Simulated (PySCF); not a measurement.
# C3H9NSi: the cost of one run

Computed with PySCF 2.14.0, with density-fitted response routines of our own, on a single molecule in the gas phase. Atoms count from 0, in the outputs and in this text.

## 1. Starting geometry

14 atoms, charge 0, multiplicity 1; geometry from: GFN2-xTB. The atoms were then displaced at random by about 0.01 Å, so the start is not that level's minimum.

Bonds of the start (Å): Si0–N1 1.72, N1–C2 1.44, C2–C3 1.47, C3–C4 1.49, C4–C2 1.48, Si0–H5 1.43, Si0–H6 1.47, Si0–H7 1.50, N1–H8 1.01, C2–H9 1.10, C3–H10 1.12, C3–H11 1.06, C4–H12 1.07, C4–H13 1.10.

## 2. Relaxing the molecule at PBE0-D3(BJ)/def2-SVP

What the job is given:

```
{"job": {"xc": "PBE0", "basis": "def2-SVP", "d3": "d3bj", "grid": 1, "shake": 0.01, "kind": "geom"}, "charge": 0, "multiplicity": 1}
Si     1.898250     0.450960    -0.073560
N      0.828110    -0.176990     1.121840
C     -0.608850    -0.163620     1.103920
C     -1.341390    -0.918390     0.072130
C     -1.355640     0.573400     0.055440
H      3.208110     0.135120     0.403220
H      1.702500    -0.077550    -1.431070
H      1.673290     1.928740    -0.134290
H      1.182580    -0.943710     1.684550
H     -1.008380    -0.154200     2.127210
H     -2.287480    -1.430950     0.385100
H     -0.811430    -1.430190    -0.687910
H     -0.826860     1.078370    -0.728540
H     -2.259970     1.113950     0.374230
```

On the command line:

```bash
> OMP_NUM_THREADS=1 python probes_run.py task.json out
```

This one command runs all jobs of the session in turn.

**Question.** How long does this first job take on 1 thread of Arm Neoverse V1, shared host, and how much memory does it need?

About 90 s, with a peak of 0.5 GiB.
